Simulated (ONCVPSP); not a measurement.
**An ONCV potential for cobalt, from input to tests**

Task: generate the file, and judge it by its errors in other configurations, its logarithmic derivatives, its ghosts and its cutoff.

The numbers are computed with ONCVPSP 4.0.1.1 (patched build) (PBE, scalar-relativistic, spin-unpolarised reference atom).

**1. Settings**

Typed settings, in words:

```
element                 : cobalt (Co, Z = 27)
type                    : optimised norm-conserving Vanderbilt (ONCV)
frozen core             : [Ne] 3s2
valence charge          : 15
reference configuration : 3p6 3d7 4s2
partial waves           : 4s: rc 1.95 bohr, ncon 3, nbas 6, qcut 3.2 1/bohr, 2 projectors, debl 2 Ha; 3p: rc 1.15 bohr, ncon 4, nbas 7, qcut 9.5 1/bohr, 2 projectors, debl 0.7 Ha; 3d: rc 0.85 bohr, ncon 3, nbas 7, qcut 10.5 1/bohr, 2 projectors, debl 1.6 Ha
local potential         : polynomial inside 0.55 bohr (lpopt 5, dvloc0 6 Ha)
core correction         : Teter function, fcfact 5.25, rcfact 1.25
```

The nodes and maxima of the atom's own shells, from an earlier all-electron run, set the scale for the radii.

All-electron outer shells of the reference configuration (PBE, scalar-relativistic, ld1.x):

```json
{"shell": "3s", "level (eV)": "-102.40", "outermost node (bohr)": "0.31", "outermost maximum (bohr)": "0.66"}
{"shell": "3p", "level (eV)": "-65.64", "outermost node (bohr)": "0.28", "outermost maximum (bohr)": "0.68"}
{"shell": "3d", "level (eV)": "-8.20", "outermost node (bohr)": "–", "outermost maximum (bohr)": "0.66"}
{"shell": "4s", "level (eV)": "-5.47", "outermost node (bohr)": "0.96", "outermost maximum (bohr)": "2.32"}
{"shell": "4p", "level (eV)": "-1.28", "outermost node (bohr)": "1.05", "outermost maximum (bohr)": "3.25"}
```

**2. Generating the potential**

Input file Co.dat:

```
# ATOM AND REFERENCE CONFIGURATION
# atsym  z   nc   nv     iexc    psfile
  Co 27.00    4    3        4      upf
#
#   n    l    f
    1    0    2.00
    2    0    2.00
    2    1    6.00
    3    0    2.00
    3    1    6.00
    3    2    7.00
    4    0    2.00
#
# PSEUDOPOTENTIAL AND OPTIMIZATION
# lmax
    2
#
#   l,   rc,      ep,       ncon, nbas, qcut
    0    1.95    0.00    3    6    3.20
    1    1.15    0.00    4    7    9.50
    2    0.85    0.00    3    7   10.50
#
# LOCAL POTENTIAL
# lloc, lpopt,  rc(5),   dvloc0
    4    5    0.55    6.00
#
# VANDERBILT-KLEINMAN-BYLANDER PROJECTORs
# l, nproj, debl
    0    2    2.00
    1    2    0.70
    2    2    1.60
#
# MODEL CORE CHARGE
# icmod, fcfact, rcfact
    3    5.25    1.25
#
# LOG DERIVATIVE ANALYSIS
# epsh1, epsh2, depsh
   -4.00    5.00    0.02
#
# OUTPUT GRID
# rlmax, drl
    6.00    0.01
#
# TEST CONFIGURATIONS
# ncnf
    4
# nvcnf
#   n    l    f
    3
    3    1    6.00
    3    2    7.00
    4    0    1.00
#
    3
    3    1    6.00
    3    2    7.00
    4    0    0.00
#
    3
    3    1    6.00
    3    2    6.00
    4    0    0.00
#
    4
    3    1    6.00
    3    2    7.00
    4    0    0.00
    4    1    2.00
#
```

Run with:

```
oncvpsp.x < Co.dat > Co.out
```

What does the calculation give? Wanted: cutoffs; bound ghosts; GHOST(+) flags; largest miss of a reference level; largest test error; largest phase difference near zero energy, channels read; rms error of d²Exc/dn², without and with the model core; projector energies reset by the program.

The runs gave:

| quantity | value |
| --- | --- |
| cutoffs | not determined |
| bound ghosts | s at -328.42 eV |
| GHOST(+) flags | none at low energy |
| largest miss of a reference level | 18 meV (3d) |
| largest test error (AE − PS) | +82 meV, for 3p6 3d6 4s0 |
| largest phase difference near zero energy, channels read | 0.001 rad |
| rms error of d²Exc/dn², without and with the model core | 3.93 and 3.22 mHa |
| projector energies reset by the program | p: -2.412, 0.250 Ha |

It has a bound ghost (s), a state that the atom doesn't have, and that rules the file out. By total energies transferability is fair: the largest error is 82 meV on 61.7 eV, for 3p6 3d6 4s0. That test lies far up in energy; among those under 40 eV, nearer to bonding, the largest error is 30 meV. Near zero energy the phases of the channels with partial waves agree within 0.001 rad. These are tests on the free atom; a crystal test is still owed.
